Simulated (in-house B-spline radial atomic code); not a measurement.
# Tl³⁹⁺: ionisation energy by several methods

Wanted: one ionisation energy, Tl³⁹⁺ to configuration [Kr] 4d5, up the ladder of functionals.

The numbers are computed with in-house B-spline radial atomic code version 1 (non-relativistic, several functionals, spin-polarised, exact exchange averaged over the configuration; spherical all-electron atom at the radial basis limit), except any that are marked as measured or tabulated.

### 1 The system

```
element       : thallium (Z = 81)
charge        : +39
electrons     : 42
configuration : [Kr] 4d6
nucleus       : point
```

The outer shells:

[Kr] 4d6
```
[Kr] core
4d [↑↓][↑ ][↑ ][↑ ][↑ ]
```

Where spins are not typed, each open shell is filled with up spins first.

### 2 BHandHLYP, a global hybrid

Settings of the run:

```ini
Z = 81
electrons = 42.0
configuration = [Kr] 4d6
hamiltonian = nr
method = bhandhlyp
spin_polarised = True
exact_exchange = averaged over the configuration
```

On the command line:

```sh
python run_scf.py task.json out
```

The settings of every run stand in task.json; they run in order.

### 3 LC-ωPBE, a range-separated hybrid

Settings: those of step 2 with these lines changed.

```diff
@@ -4,3 +4,3 @@
 hamiltonian = nr
-method = bhandhlyp
+method = lc_wpbe
 spin_polarised = True
```

### 4 TPSSh, a global hybrid

Settings: those of step 3 with these lines changed.

```diff
@@ -4,3 +4,3 @@
 hamiltonian = nr
-method = lc_wpbe
+method = tpssh
 spin_polarised = True
```

Before running: The tabulated ionisation energy is 1862 ± 4 eV (tabulated theoretical; NIST Atomic Spectra Database). What does each method give, and which comes nearest?

**Answer**, as computed:

| method | rung | total energy (hartree) | ΔSCF (eV) | −ε highest (eV) | ΔSCF less tabulated (eV) |
| --- | --- | --- | --- | --- | --- |
| BHandHLYP | global hybrid | -18043.5486 | 1865.22 | 1851.36 (4d down) | +3.22 |
| TPSSh | global hybrid | -18042.7304 | 1865.49 | 1839.63 (4d down) | +3.49 |
| LC-ωPBE | range-separated hybrid | -18042.1802 | 1865.88 | 1842.94 (4d down) | +3.88 |

**Reading.** Against the tabulated ionisation energy, 1862 ± 4 eV (tabulated theoretical; NIST Atomic Spectra Database), the best here is BHandHLYP (+3.22 eV) and the worst LC-ωPBE (+3.88 eV, or 0.21 %). The table's own uncertainty is as large as these misses, so the order means little. All methods miss on the same side by much the same amount, which points to something that they share. These runs lack relativity altogether, which can outweigh the gaps between the methods, so the nearest may be so by luck. These runs leave out relativity, which matters at this nuclear charge. Open shells are averaged (over orientations, and over spins where the run is restricted), while tables refer to the lowest levels.
